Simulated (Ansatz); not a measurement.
**C₂H₈FNOSn: up Jacob's ladder to CCSD(T)**

The task here is to estimate one member of a computed series from the others.

Method: functionals in def2-TZVPP, the program's frozen cores in correlated methods; program: Ansatz 0.2.0, Gaussian basis.

Levels to be run: PBE-D4, r2SCAN-D4, PBE0-D4, B3LYP-D4, ωB97X-V, ωB97M-V, B2PLYP; CCSD(T)/def2-TZVPP; MP2/def2-QZVPP; extrapolation to the limit.

## Structure used throughout

All runs share one geometry, relaxed beforehand with PBE0-D4 in a triple-zeta def2 set. Sn takes the def2 core potential; no spin-orbit term is included.

14 atoms, charge 0, spin multiplicity 1.

Atoms are counted from 1 here; the program's logs count them from 0.

Bond lengths: C1–N2 1.444 Å, C1–H7 1.102 Å, C1–H8 1.098 Å, C1–H9 1.093 Å, N2–C3 1.445 Å, N2–Sn4 1.998 Å, C3–H10 1.098 Å, C3–H11 1.102 Å, C3–H12 1.092 Å, Sn4–O5 1.947 Å, Sn4–F6 1.921 Å, Sn4–H13 1.697 Å, O5–H14 0.961 Å. Angles: N2–C1–H7 113.4°, N2–C1–H8 109.9°, N2–C1–H9 110.9°, H7–C1–H8 107.2°, H7–C1–H9 108.1°, H8–C1–H9 107.2°, C1–N2–C3 113.6°, C1–N2–Sn4 119.1°, C3–N2–Sn4 119.6°, N2–C3–H10 109.7°, N2–C3–H11 113.2°, N2–C3–H12 110.6°, H10–C3–H11 107.3°, H10–C3–H12 107.5°, H11–C3–H12 108.4°, N2–Sn4–O5 106.7°, N2–Sn4–F6 101.3°, N2–Sn4–H13 125.1° and more.

The first run:

in.yaml

```yaml
crystal:
  periodic: [false, false, false]
  atoms:
    - {symbol: C, position_ang: [-1.554393, 0.196471, 0.199893]}
    - {symbol: N, position_ang: [-0.112489, 0.258025, 0.246378]}
    - {symbol: C, position_ang: [0.402879, 1.583426, 0.500729]}
    - {symbol: Sn, position_ang: [0.951566, -1.019557, -0.862349]}
    - {symbol: O, position_ang: [0.441012, -2.811908, -0.297251]}
    - {symbol: F, position_ang: [2.736424, -0.647890, -0.256522]}
    - {symbol: H, position_ang: [-1.994117, 0.838946, -0.579552]}
    - {symbol: H, position_ang: [-1.973384, 0.520456, 1.161529]}
    - {symbol: H, position_ang: [-1.895051, -0.828085, 0.027834]}
    - {symbol: H, position_ang: [0.044031, 1.940061, 1.474925]}
    - {symbol: H, position_ang: [0.089215, 2.322477, -0.253463]}
    - {symbol: H, position_ang: [1.493802, 1.570098, 0.538268]}
    - {symbol: H, position_ang: [0.998481, -1.033671, -2.558624]}
    - {symbol: H, position_ang: [0.372023, -2.888849, 0.658208]}
basis:
  gaussian: {orbitals: def2-TZVPP}
hamiltonian: {xc: pbe, dispersion: d4}
output: {forces: true, orbitals: {seedname: orbitals}}
```

Run with:

```
$ ansatz run in.yaml --threads 2 --pin off --events-out ev --progress --plain --max-ram 22528MiB --backend cuda --devices 0, --max-vram 18GiB
```

Among the steps run: PBE-D4 (GGA); r2SCAN-D4 (meta-GGA); PBE0-D4 (hybrid); B3LYP-D4 (hybrid); ωB97X-V (range-separated); ωB97M-V (range-separated); B2PLYP (double hybrid); CCSD(T) in def2-TZVPP; MP2 in def2-QZVPP.

One of the session's tables, all rows but one given; the rest of the session is left out.

```
            method  atoms, summed (eV)  atomisation energy (kJ/mol)
            PBE-D4          -14232.892                       5040.8
         r2SCAN-D4          -14241.437                       4934.2
           PBE0-D4          -14234.720                       4922.1
          B3LYP-D4          -14246.087                       4934.1
           ωB97X-V          -14240.004                       4967.0
           ωB97M-V          -14238.821                       4948.6
            B2PLYP          -14232.325                       4882.4
     HF/def2-TZVPP          -14186.752                       3430.1
    MP2/def2-TZVPP                   ?                            ?
   CCSD/def2-TZVPP          -14211.614                       4737.2
CCSD(T)/def2-TZVPP          -14212.120                       4819.6
           MP2/CBS          -14222.336                       5045.9
       CCSD(T)/CBS          -14225.086                       4976.1
```

**Question.** Estimate the row for MP2/def2-TZVPP.

**Answer.** atoms, summed (eV): -14209.369; atomisation energy (kJ/mol): 4889.4. In the column «atoms, summed (eV)» it lies between CCSD/def2-TZVPP (-14211.614) and HF/def2-TZVPP (-14186.752).

Limits of these values: Free atoms (2 C, 1 N, 1 Sn, 1 O, 1 F, 8 H) were run apart at each level; the atomisation energy is their sum less the molecule, without zero-point or spin-orbit terms.
